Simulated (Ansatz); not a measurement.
# C4H2Cl2Si: the cost of one run

Computed with Ansatz 0.2.0, Gaussian basis. Level: the settings change from run to run.

### 1 The molecule

An earlier PBE0-D4 in a triple-zeta def2 set relaxation fixed the geometry.

9 atoms, charge 0, spin multiplicity 1.

Atoms are counted from 1 here; the program's logs count them from 0.

Bond lengths: C1–C2 1.205 Å, C1–H8 1.066 Å, C2–Si3 1.804 Å, Si3–Cl4 2.033 Å, Si3–Cl5 2.033 Å, Si3–C6 1.804 Å, C6–C7 1.205 Å, C7–H9 1.066 Å. Angles: C2–C1–H8 179.9°, C1–C2–Si3 179.8°, C2–Si3–Cl4 109.2°, C2–Si3–Cl5 109.2°, C2–Si3–C6 110.7°, Cl4–Si3–Cl5 109.2°, Cl4–Si3–C6 109.2°, Cl5–Si3–C6 109.2°, Si3–C6–C7 179.8°, C6–C7–H9 179.9°.

### 2 r2SCAN0/pcseg-2

Set apart from the defaults: the search for lower states set to light.

The input, in.yaml:

```yaml
crystal:
  periodic: [false, false, false]
  atoms:
    - {symbol: C, position_ang: [0.589281, -2.517791, 0.436314]}
    - {symbol: C, position_ang: [0.420593, -1.439249, -0.073481]}
    - {symbol: Si, position_ang: [0.166017, 0.178620, -0.830623]}
    - {symbol: Cl, position_ang: [-1.174220, 0.004024, -2.349152]}
    - {symbol: Cl, position_ang: [1.932726, 0.855331, -1.574562]}
    - {symbol: C, position_ang: [-0.459783, 1.359477, 0.381617]}
    - {symbol: C, position_ang: [-0.877512, 2.145040, 1.194017]}
    - {symbol: H, position_ang: [0.738904, -3.472786, 0.886521]}
    - {symbol: H, position_ang: [-1.247406, 2.841036, 1.912249]}
basis:
  gaussian: {orbitals: pcseg-2}
hamiltonian: {xc: {name: r2SCAN0}}
scf: {lower_state_search: light}
output: {forces: true}
```

Command:

```
> ansatz run in.yaml --threads 4 --pin off --events-out ev --progress --plain --max-ram 10444MiB
```

What time and memory should one allow on 4 threads of Arm Neoverse V1, shared host?

About 9 s, with a peak of 0.83 GiB.
